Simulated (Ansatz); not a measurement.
# ZnAu (CsCl type): the cost of one run

Computed with Ansatz 0.2.0 (DFT PBE, with the methods named in each step, unless a step's input says otherwise).

## Step 1: Starting point

Symmetry: Pm-3m, No. 221, cubic system. The conventional cell has a = 3.147 Å, b = 3.147 Å, c = 3.147 Å, α = 90.00°, β = 90.00°, γ = 90.00°. Zn (site symmetry m-3m) has 8 Au at 2.73 Å as nearest neighbours. Around Au (site symmetry m-3m) lie 8 Zn at 2.73 Å.

Structure file:

```cif
data_structure
_symmetry_space_group_name_H-M 'P 1'
_symmetry_Int_Tables_number 1
_cell_length_a 3.1470
_cell_length_b 3.1470
_cell_length_c 3.1470
_cell_angle_alpha 90.000
_cell_angle_beta 90.000
_cell_angle_gamma 90.000
_cell_volume 31.17
loop_
_atom_site_label
_atom_site_type_symbol
_atom_site_fract_x
_atom_site_fract_y
_atom_site_fract_z
_atom_site_occupancy
Zn1 Zn 0.00000 0.00000 0.00000 1
Au1 Au 0.50000 0.50000 0.50000 1
```

Atoms are numbered in the order of the input: Zn1, Au2.

## Step 2: Bulk cell relaxed, PAW

The input, input.yaml:

```yaml
crystal:
  lattice:
    - [3.147, 0.0, 0.0]
    - [0.0, 3.147, 0.0]
    - [0.0, 0.0, 3.147]
  atoms:
    - { symbol: Zn, position: [0.0, 0.0, 0.0] }
    - { symbol: Au, position: [0.5, 0.5, 0.5] }
kpoints:
  mp_grid: { grid: [14, 14, 14] }
scf:
  occupations: { method: fermi_dirac, width: 0.05 }
hamiltonian:
  xc: pbe
  pseudopotentials: { kind: paw }
output:
  forces: true
  stress: true
relax:
  f_tol: 0.005
  max_steps: 40
  cell: {}
```

Run with:

```
ansatz run input.yaml --threads 1 --pin off --max-ram 3584MiB --backend cpu --events-out ev --progress --plain --runs-dir out
```

What time and memory should one allow on 1 thread of Arm Neoverse V1, shared host?

About 20 s, with a peak of 0.36 GiB.
